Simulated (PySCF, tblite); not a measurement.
# C9H14: geometry, infrared bands and NMR shifts

Wanted: the infrared bands and NMR shifts of C9H14 (`C=C[C@@H]1CC=CCCC1`), by calculation.

The runs use tblite 0.8.0 and PySCF 2.14.0, with density-fitted response routines of our own; the level of theory stands in each step. All values are computed, except where a source is named. Atoms are numbered from 0 throughout.

**1. Starting geometry**

23 atoms, charge 0, multiplicity 1; geometry from: force field or distance geometry start.

Bonds of the start (Å): C0–C1 1.34, C1–C2 1.50, C2–C3 1.55, C3–C4 1.50, C4–C5 1.35, C5–C6 1.50, C6–C7 1.53, C7–C8 1.53, C8–C2 1.54, C0–H9 1.08, C0–H10 1.07, C1–H11 1.10, C2–H12 1.09, C3–H13 1.10, C3–H14 1.11, C4–H15 1.09, C5–H16 1.09, C6–H17 1.09, C6–H18 1.10, C7–H19 1.10, C7–H20 1.10, C8–H21 1.09, C8–H22 1.08.

**2. Relaxing the molecule with GFN2-xTB**

Job settings and geometry (Å):

```
{"job": {"kind": "relax", "xc": "GFN2-xTB", "basis": "xTB"}, "charge": 0, "multiplicity": 1}
C      3.300000    -0.043600    -0.415700
C      2.251300    -0.168400     0.415100
C      0.815100     0.006200     0.026300
C      0.177700     1.174200     0.814300
C     -1.082400     1.744100     0.243300
C     -1.993400     1.125900    -0.537500
C     -2.043200    -0.328500    -0.894700
C     -1.451800    -1.264900     0.165700
C      0.073500    -1.331400     0.196900
H      3.145400     0.209900    -1.456900
H      4.307100    -0.185300    -0.069200
H      2.450100    -0.428900     1.467000
H      0.772500     0.277500    -1.033400
H      0.908100     1.990400     0.863400
H     -0.013000     0.879900     1.864600
H     -1.235600     2.806800     0.451700
H     -2.810500     1.728400    -0.921400
H     -1.581200    -0.499800    -1.870300
H     -3.105000    -0.588900    -0.997100
H     -1.829000    -0.991400     1.161300
H     -1.833100    -2.278900    -0.020100
H      0.359400    -1.805000     1.141400
H      0.413100    -2.001500    -0.584700
```

Command:

```console
> OMP_NUM_THREADS=1 python probes_run.py task.json out
```

One launch serves the whole session: the jobs run in the order shown.

**Question.** This job is followed by: GFN2-xTB harmonic vibrations, gas phase; GIAO PBE0/pcSseg-1 NMR shielding, non-relativistic, gas phase. Predict these results of the whole session: strongest single infrared mode (GFN2-xTB); zero-point energy (GFN2-xTB); 13C shifts against TMS (PBE0/pcSseg-1); 1H shifts against TMS (PBE0/pcSseg-1); surface potential, 1st and 99th percentile.

As calculated:

```
                                 quantity                                                                                   value
strongest single infrared mode (GFN2-xTB)                                                                   3053 cm⁻¹, 111 km/mol
             zero-point energy (GFN2-xTB)                                                                          128.2 kcal/mol
   13C shifts against TMS (PBE0/pcSseg-1)                            154.2, 140.1, 138.2, 117.6, 48.9, 39.5, 37.0, 31.5, 29.3 ppm
    1H shifts against TMS (PBE0/pcSseg-1)  6.05, 6.03, 6.00, 5.31, 5.11, 2.47, 2.40, 2.31, 2.23, 2.01, 1.89, 1.84, 1.75, 1.46 ppm
    surface potential, 1st and 99th percentile                                                                      -0.72 V and 0.61 V
```

**Reading.** Relaxing lowered the energy by 0.109 eV in 57 steps; the close pair that moved most is C4–C5, from 1.350 to 1.324 Å. All 63 modes are real, so the xTB geometry is a minimum. The strongest single mode, at 3053 cm⁻¹, moves mainly H15 and H16. GFN2-xTB is a fitted tight-binding method: band positions and strengths are rough. Its intensities can rank the bands wrongly. At PBE0/pcSseg-1: The widest tensor belongs to C1: span 241 ppm, with a paramagnetic part of -223 ppm.
